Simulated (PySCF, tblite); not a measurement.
# CH₂F₃O₂SSi radical: geometry, infrared bands and EPR parameters

Aim: predict the infrared bands and EPR parameters of CH₂F₃O₂SSi radical (`O=S(=O)([SiH2])C(F)(F)F`).

Programs: tblite 0.8.0 and PySCF 2.14.0, with density-fitted response routines of our own. Each step states its level of theory. These are calculated values for one molecule in the gas phase, unless marked as measured. Atoms count from 0, in the outputs and in this text.

### 1 The starting structure

10 atoms, charge 0, multiplicity 2; geometry from: force field or distance geometry start.

Bonds of the start (Å): O0–S1 1.47, S1–O2 1.45, S1–Si3 2.13, S1–C4 1.80, C4–F5 1.35, C4–F6 1.37, C4–F7 1.37, Si3–H8 1.50, Si3–H9 1.48.

### 2 Relaxing the molecule with GFN2-xTB

Job settings and geometry (Å):

```
{"job": {"kind": "relax", "xc": "GFN2-xTB", "basis": "xTB"}, "charge": 0, "multiplicity": 2}
O      0.314000    -1.884000     0.878100
S     -0.087800    -0.483200     0.705300
O     -0.737700     0.216700     1.802300
Si    -1.438600    -0.459600    -0.935700
C      1.291100     0.481200     0.066400
F      2.336100     0.559500     0.921300
F      0.935400     1.768700    -0.236000
F      1.791700    -0.039400    -1.095100
H     -2.776100    -1.045100    -0.614200
H     -1.619200     0.889800    -1.514900
```

The run is started by

```
> OMP_NUM_THREADS=1 python probes_run.py task.json out
```

This one command runs all jobs of the session in turn.

What it wrote:

```text
step      E/eV     max force
  0    -826.40646    3.479
  1    -826.67854    1.403
  2    -826.74340    1.009
  3    -826.79499    0.601
  4    -826.82091    0.463
  5    -826.83545    0.227
  6    -826.84066    0.184
  7    -826.84279    0.177
  8    -826.84475    0.161
  9    -826.84774    0.163
 10    -826.85095    0.175
 11    -826.85334    0.139
 12    -826.85501    0.125
 13    -826.85690    0.124
 14    -826.85947    0.157
 15    -826.86209    0.184
 16    -826.86411    0.138
 17    -826.86578    0.129
 18    -826.86729    0.132
 19    -826.86837    0.089
 20    -826.86881    0.042
 21    -826.86892    0.026
 22    -826.86896    0.023
 23    -826.86903    0.025
 24    -826.86912    0.027
 25    -826.86922    0.026
 26    -826.86928    0.019
 27    -826.86932    0.020
 28    -826.86936    0.018
 29    -826.86940    0.016
 30    -826.86944    0.018
 31    -826.86947    0.016
 32    -826.86949    0.015
 33    -826.86951    0.013
 34    -826.86952    0.013
 35    -826.86954    0.014
 36    -826.86956    0.016
 37    -826.86961    0.026
 38    -826.86968    0.033
 39    -826.86975    0.030
 40    -826.86981    0.019
 41    -826.86984    0.019
 42    -826.86986    0.015
 43    -826.86988    0.013
 44    -826.86990    0.014
 45    -826.86993    0.021
 46    -826.86999    0.027
 47    -826.87011    0.035
 48    -826.87024    0.033
 49    -826.87032    0.017
 50    -826.87034    0.007
```

Run time: 0.26 s. Hardware: 1 thread of Arm Neoverse V2, shared host.

Along the way: (not every step is listed)

```
step  energy from step 0 (eV)  largest force (eV/Å)
   0                   0.0000                3.4789
   1                  -0.2721                1.4027
   2                  -0.3369                1.0093
   3                  -0.3885                0.6012
   4                  -0.4144                0.4630
   5                  -0.4290                0.2266
   6                  -0.4342                0.1838
   7                  -0.4363                0.1765
   8                  -0.4383                0.1610
  11                  -0.4469                0.1388
  14                  -0.4530                0.1568
  17                  -0.4593                0.1288
  20                  -0.4624                0.0415
  23                  -0.4626                0.0250
  26                  -0.4628                0.0192
  29                  -0.4629                0.0158
  32                  -0.4630                0.0147
  35                  -0.4631                0.0139
  38                  -0.4632                0.0334
  41                  -0.4634                0.0186
  44                  -0.4634                0.0142
  45                  -0.4635                0.0209
  46                  -0.4635                0.0271
  47                  -0.4636                0.0352
  48                  -0.4638                0.0327
  49                  -0.4639                0.0170
  50                  -0.4639                0.0071
```

Close pairs (by a distance rule), those that changed most:

```
  bond  before (Å)  after (Å)  change (Å)
S1–Si3       2.126      2.231      +0.105
 S1–C4       1.800      1.896      +0.097
 C4–F5       1.352      1.317      -0.036
 C4–F6       1.370      1.334      -0.035
Si3–H8       1.495      1.462      -0.033
 O0–S1       1.467      1.436      -0.031
 C4–F7       1.368      1.340      -0.027
Si3–H9       1.480      1.462      -0.017
```

The final coordinates are the input of the step that follows.

### 3 Harmonic vibrations with GFN2-xTB

Job settings and geometry (Å):

```
{"job": {"kind": "ir", "xc": "GFN2-xTB", "basis": "xTB"}, "charge": 0, "multiplicity": 2}
O      0.392162    -1.805105     1.007582
S     -0.127205    -0.522679     0.622071
O     -0.822602     0.270506     1.604599
Si    -1.539758    -0.501017    -1.104117
C      1.377446     0.498134     0.082963
F      2.399097     0.502803     0.913768
F      0.982743     1.750468    -0.154718
F      1.753844    -0.028154    -1.091040
H     -2.757584    -1.097432    -0.557789
H     -1.649259     0.937130    -1.345847
```

What it wrote:

```text
mode    cm-1     km/mol
  1     -40.5      1.11
  2       8.6      1.54
  3      53.9      2.13
  4     114.3      4.99
  5     128.1      2.53
  6     154.0      2.84
  7     271.3      2.63
  8     297.1     43.51
  9     311.0     78.01
 10     441.2     72.79
 11     462.8      6.13
 12     469.4     82.56
 13     492.3     12.07
 14     552.9     69.63
 15     568.0    122.93
 16     659.6     64.32
 17     677.8    113.31
 18    1055.8    195.30
 19    1085.6    167.14
 20    1116.8    107.90
 21    1166.5    279.49
 22    1247.7    484.03
 23    2281.9     23.58
 24    2298.4    314.21
```

Run time: 0.27 s. Hardware: 1 thread of Arm Neoverse V2, shared host.

The strongest bands and the atoms that carry them (share of the mass-weighted mode):

```
cm⁻¹  km/mol                                atoms
 568   122.9  S1 28 %, H9 18 %, H8 17 %, Si3 12 %
 678   113.3                     H9 46 %, H8 31 %
1056   195.3                     C4 63 %, F7 26 %
1086   167.1                     C4 63 %, F6 20 %
1117   107.9   O2 31 %, O0 25 %, S1 19 %, C4 17 %
1166   279.5                     C4 64 %, F5 26 %
1248   484.0            S1 42 %, O0 34 %, O2 22 %
2298   314.2                     H9 48 %, H8 48 %
```

### 4 EPR parameters: B3LYP/pcH-1

Settings changed since step 3:

```diff
@@ -1,2 +1,2 @@
-{"job": {"kind": "ir", "xc": "GFN2-xTB", "basis": "xTB"}, "charge": 0, "multiplicity": 2}
+{"job": {"kind": "epr", "basis": "pcH-1"}, "charge": 0, "multiplicity": 2}
 O      0.392162    -1.805105     1.007582
```

With the program's defaults for keys left out, this is: UKS B3LYP, pcH-1 on C F H O S Si, non-relativistic, mean-field spin-orbit, GIAO.

What it wrote:

```text
UKS, coarse grid
  cycle   1  E = -1176.40531417  |g| = 1.14e+00
  cycle   2  E = -1173.53306405  |g| = 2.85e+00
  cycle   3  E = -1176.81207870  |g| = 3.22e-01
  cycle   4  E = -1176.83920429  |g| = 2.34e-01
  cycle   5  E = -1176.85565894  |g| = 6.05e-02
  cycle   6  E = -1176.85676477  |g| = 3.15e-02
  cycle   7  E = -1176.85712702  |g| = 6.29e-03
  cycle   8  E = -1176.85714144  |g| = 1.94e-03
  cycle   9  E = -1176.85714289  |g| = 7.09e-04
UKS, final grid
  cycle   1  E = -1176.85725489  |g| = 1.08e-03
  cycle   2  E = -1176.85725416  |g| = 1.85e-03
  cycle   3  E = -1176.85725526  |g| = 2.03e-04
  cycle   4  E = -1176.85725528  |g| = 4.38e-05
  cycle   5  E = -1176.85725528  |g| = 1.83e-05
E = -1176.85725528 Eh   <S^2> = 0.7519 (exact 0.7500)
g shifts (ppm)      1          2          3
  rmc          -162       -162       -162
  gc             61         28         48
  oz_so       -1789       -263       1947
  total       -1891       -398       1832
hyperfine (MHz)  atom isotope    a_iso     a_fc   dipolar eigenvalues
    0   17O       0.99       0.94     -3.97      1.41      2.56
    1   33S      20.06      20.10     -2.80     -2.16      4.97
    2   17O     -12.81     -12.76    -32.07     15.50     16.57
    3  29Si    -541.16    -542.33   -172.80     85.71     87.09
    4   13C       6.91       6.91     -0.80     -0.35      1.15
    5   19F       3.05       3.00     -2.37     -1.89      4.25
    6   19F      -1.97      -1.96     -2.01      0.03      1.98
    7   19F      26.35      26.22     -8.87     -8.65     17.52
    8    1H      70.50      70.50     -8.76      0.87      7.89
    9    1H      69.71      69.71     -8.70      0.78      7.91
```

Wall time 76 s (1 thread of Arm Neoverse V2, shared host); peak memory 0.92 GiB.

Principal g values 2.00043, 2.00192, 2.00415; g(iso) = 2.00217, against 2.00232 for a free electron.

Mean a(iso) over the nuclei that a row names, and the largest dipolar term of the row (other rows stand at the frozen geometry):

```
    nuclei  isotope  a(iso) (MHz)  a(iso) (G, at g = 2.0023)  largest dipolar term (MHz)
       Si3     29Si        -541.2                     -193.1                      -172.8
    H8, H9       1H          70.1                       25.0                        -8.8
        S1      33S          20.1                        7.2                         5.0
F5, F6, F7      19F           9.1                        3.3                        17.5
        C4      13C           6.9                        2.5                         1.2
    O0, O2      17O          -5.9                       -2.1                       -32.1
```

Mulliken spin populations:

```
atom  value (e)
  O0       0.00
  S1       0.00
  O2       0.08
 Si3       0.86
  C4       0.00
  F5       0.00
  F6       0.00
  F7       0.00
  H8       0.02
  H9       0.02
```

In first order the couplings over 0.8 MHz of 1H, 19F give 12 distinct lines over 59.8 G, if the averaged nuclei exchange fast.

The fields below are evaluated on a grid from the run's orbitals.

ELF in a plane through or near 4 of the atoms.

Ten even steps from '0' (0.00) to '9' (1.00):
```
0000000000000000000000000000
0000000000000000000000000000
0000000000000000000000000000
0000000000013332000000000000
0000000000236663100000000000
0000000000246653100000000000
0000001210025664200036520000
0000014661014223410299973000
0000047784367373742899997100
0000158566599538852899997100
0000148873337457520399985000
0000024324342012431256521000
0000000014664004999951000000
0000000026775106999971000000
0000000025653006999971000000
0000000001110003899830000000
0000000000000000234200000000
0000000000000000000000000000
0000000000000000000000000000
0000000000000000000000000000
```
The map spans 11.2 Å across and 9.2 Å up, centred on the molecule. Atoms in the plane (x, y in Å): S1 (0.1, 0.8), C4 (-1.4, -0.3), F5 (-2.6, 0.3), H9 (1.6, -1.6).

On the surface of density 0.002 e/bohr³ the electrostatic potential runs, from the 1st to the 99th percentile, from -1.35 V near O0 to 2.08 V near Si3.

The spin density lies nearest to Si3 67 %; H8, H9 about 9 % each; O2 9 %.

### 5 Results

| quantity | value |
| --- | --- |
| strongest single infrared mode (GFN2-xTB) | 1248 cm⁻¹, 484 km/mol |
| zero-point energy (GFN2-xTB) | 22.8 kcal/mol |
| g(iso) (B3LYP) | 2.00217 |
| ⟨S²⟩ | 0.752 (exact 0.75) |
| largest a(iso) (averaged by class) | 29Si on Si3, -541.2 MHz |
| surface potential, 1st and 99th percentile | -1.35 V and 2.08 V |

What this shows: Relaxing lowered the energy by 0.464 eV in 50 steps; the close pair that moved most is S1–Si3, from 2.126 to 2.231 Å. The lowest mode is imaginary (40i cm⁻¹), so the xTB geometry is not a minimum. The strongest single mode, at 1248 cm⁻¹, moves mainly S1 and O0. GFN2-xTB is a fitted tight-binding method: band positions and strengths are rough. Its intensities can rank the bands wrongly. Si3 carries the largest spin population, 0.86 e. The isotropic g lies 0.2 ppt below the free-electron value.
